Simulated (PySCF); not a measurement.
# Y2S3: other functionals and bases at one geometry

How far do other levels of theory move the description of Y2S3, and what does each cost? The species was built from a template and needn't be a known compound.

Method: several levels, as the steps say, no spin–orbit coupling; program: PySCF 2.14.0.

2 further runs of the same task are left out: 2 for a known fault of the program.

## 1. The starting structure

5 atoms, charge 0, spin multiplicity 1.

Bond lengths: Y1–Y2 2.999 Å, Y1–S3 2.524 Å, Y1–S4 2.524 Å, Y1–S5 2.524 Å, Y2–S3 2.524 Å, Y2–S4 2.524 Å, Y2–S5 2.524 Å. Angles: Y2–Y1–S3 53.6°, Y2–Y1–S4 53.6°, Y2–Y1–S5 53.6°, S3–Y1–S4 88.3°, S3–Y1–S5 88.3°, S4–Y1–S5 88.3°, Y1–Y2–S3 53.6°, Y1–Y2–S4 53.6°, Y1–Y2–S5 53.6°, S3–Y2–S4 88.3°, S3–Y2–S5 88.3°, S4–Y2–S5 88.3°, Y1–S3–Y2 72.9°, Y1–S4–Y2 72.9°, Y1–S5–Y2 72.9°.

Coordinates:

```
Y     0.0000    0.0000    1.4993
Y     0.0000    0.0000   -1.4993
S     2.0303    0.0000    0.0000
S    -1.0152    1.7583    0.0000
S    -1.0151   -1.7583    0.0000
```

Formal oxidation states: Y +3. An earlier session relaxed this geometry at PBE0, Y def2-SVP with ECP28, S def2-SVP (singlet, point group D3h).

At PBE0 on the finer grid: E = -1270.691217 Eh, HOMO -5.20 eV, LUMO -1.98 eV, Mulliken charge on Y1 +0.72 e, largest force component 0.008 eV/Å. 

Levels to run: BLYP; B3LYP; TPSS; TPSSh; PBE0, TZVP; PBE0, x2c-SVP. Hardware: 2 threads of AMD EPYC 9B14 (Zen 4), shared host.

## 2. BLYP

Input file run.py (the lines that set the calculation):

```python
mol = gto.M(atom='''
Y      0.00000     0.00000     1.49927
Y      0.00000     0.00000    -1.49927
S      2.03030     0.00003     0.00000
S     -1.01518     1.75828     0.00000
S     -1.01512    -1.75831     0.00000''',
    basis={'Y': 'def2-SVP', 'S': 'def2-SVP'},
    ecp={'Y': 'def2-SVP'},
    charge=0, spin=0)
mf = dft.RKS(mol, xc='BLYP')
mf.grids.atom_grid = (75, 302)
mf = mf.density_fit()  # fitting sets: Y def2-universal-JKFIT, S def2-universal-JKFIT
mf.conv_tol = 1e-08; mf.max_cycle = 55
mf.kernel(dm0)  # dm0: the density of the relaxed state
```

The run is started by

```sh
$ OMP_NUM_THREADS=2 python run.py
```

## 3. B3LYP

run.py (the lines that set the calculation), as its differences from that of step 2:

```diff
@@ -9,3 +9,3 @@
     charge=0, spin=0)
-mf = dft.RKS(mol, xc='BLYP')
+mf = dft.RKS(mol, xc='B3LYP')
 mf.grids.atom_grid = (75, 302)
```

## 4. TPSS

run.py (the lines that set the calculation), as its differences from that of step 3:

```diff
@@ -9,3 +9,3 @@
     charge=0, spin=0)
-mf = dft.RKS(mol, xc='B3LYP')
+mf = dft.RKS(mol, xc='TPSS')
 mf.grids.atom_grid = (75, 302)
```

## 5. TPSSh

run.py (the lines that set the calculation), as its differences from that of step 4:

```diff
@@ -9,3 +9,3 @@
     charge=0, spin=0)
-mf = dft.RKS(mol, xc='TPSS')
+mf = dft.RKS(mol, xc='TPSSH')
 mf.grids.atom_grid = (75, 302)
```

## 6. PBE0, TZVP

Basis: Y def2-TZVP with ECP28, S def2-TZVP. 

Input file run.py (the lines that set the calculation):

```python
mol = gto.M(atom='''
Y      0.00000     0.00000     1.49927
Y      0.00000     0.00000    -1.49927
S      2.03030     0.00003     0.00000
S     -1.01518     1.75828     0.00000
S     -1.01512    -1.75831     0.00000''',
    basis={'Y': 'def2-TZVP', 'S': 'def2-TZVP'},
    ecp={'Y': 'def2-TZVP'},
    charge=0, spin=0)
mf = dft.RKS(mol, xc='PBE0')
mf.grids.atom_grid = (75, 302)
mf = mf.density_fit()  # fitting sets: Y def2-universal-JKFIT, S def2-universal-JKFIT
mf.conv_tol = 1e-08; mf.max_cycle = 55
mf.kernel(dm0)  # dm0: free metal ions and neutral atoms
```

## 7. PBE0, x2c-SVP

Basis: Y x2c-SVPall, S x2c-SVPall. All electrons are treated, with the spin-free X2C Hamiltonian.

Input file run.py (the lines that set the calculation):

```python
mol = gto.M(atom='''
Y      0.00000     0.00000     1.49927
Y      0.00000     0.00000    -1.49927
S      2.03030     0.00003     0.00000
S     -1.01518     1.75828     0.00000
S     -1.01512    -1.75831     0.00000''',
    basis={'Y': 'x2c-SVPall', 'S': 'x2c-SVPall'},
    nucmod='G',
    charge=0, spin=0)
mf = dft.RKS(mol, xc='PBE0')
mf.grids.atom_grid = (99, 590)
mf = mf.density_fit()  # fitting sets: Y AutoAux, S AutoAux
mf = mf.sfx2c1e()
mf.conv_tol = 1e-08; mf.max_cycle = 55
mf.kernel(dm0)  # dm0: free metal ions and neutral atoms
```

Q: Predict the outcome of this session. Wanted: for each run, HOMO; gap; charge on Y1; dipole; largest force.

The runs gave:

| level | state | HOMO (eV) | gap (eV) | charge on Y1 (e) | dipole (D) | largest force (eV/Å) | basis functions | time |
| --- | --- | --- | --- | --- | --- | --- | --- | --- |
| PBE0 (relaxed here) | singlet | -5.20 | 3.21 | 0.72 | 0.00 | 0.01 | 116 | 15 s |
| BLYP | singlet | -4.05 | 1.49 | 0.57 | 0.00 | 0.71 | 116 | 7.4 s |
| B3LYP | singlet | -4.95 | 2.71 | 0.67 | 0.00 | 0.42 | 116 | 6.3 s |
| TPSS | singlet | -4.29 | 1.75 | 0.71 | 0.00 | 0.35 | 116 | 9.8 s |
| TPSSh | singlet | -4.67 | 2.40 | 0.75 | 0.00 | 0.25 | 116 | 8.3 s |
| PBE0, TZVP | singlet | -5.26 | 3.26 | 0.93 | 0.00 | 0.02 | 191 | 13 s |
| PBE0, x2c-SVP | singlet | -5.13 | 3.14 | 0.54 | 0.00 | 0.11 | 160 | 24 s |

Times are on 2 threads of AMD EPYC 9B14 (Zen 4), shared host; the first row also made further properties.

In one basis the HOMO–LUMO gap runs from 1.49 eV (BLYP) to 3.21 eV (PBE0). The largest leftover force, 0.71 eV/Å with BLYP, stands at a geometry relaxed at another level. The Mulliken charge on Y spans +0.54 to +0.93 e over the levels. Total energies of different levels can't be compared. Spin–orbit coupling is left out throughout.
